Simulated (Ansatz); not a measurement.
The system is TiSi2.

```
Ti Si
1.0
     4.37464    0.00000    0.00000
    -2.18732    3.78855    0.00000
     0.00000    0.00000    2.56101
Ti Si
1 2
Direct
  0.00000 0.00000 0.00000
  0.33333 0.66667 0.50000
  0.66667 0.33333 0.50000
```

The cell was built by a generator and needn't be a form met in nature.

Program: Ansatz 0.2.0. Alike in all runs: task single point; level HSE06 form with a typed share of exact exchange; potentials or basis Ansatz PAW; no spin polarisation; cell as given; k mesh 4 × 4 × 5; cutoff (eV) 420; smearing fermi-dirac 0.05 eV; the mesh is coarse, so values aren't converged.

Order these runs on this cell by their pressure, lowest first.
A. share of exact exchange 0.05
B. share of exact exchange 0.4
C. share of exact exchange 0.2

B (-3.6 GPa), C (-1.9 GPa), A (-0.2 GPa).

Caveats: all runs use coarse meshes; the PAW data sets come from PBE, with cores solved anew for the run's functional, which leaves a small shift of forces and pressure; the thresholds are loose for stress.
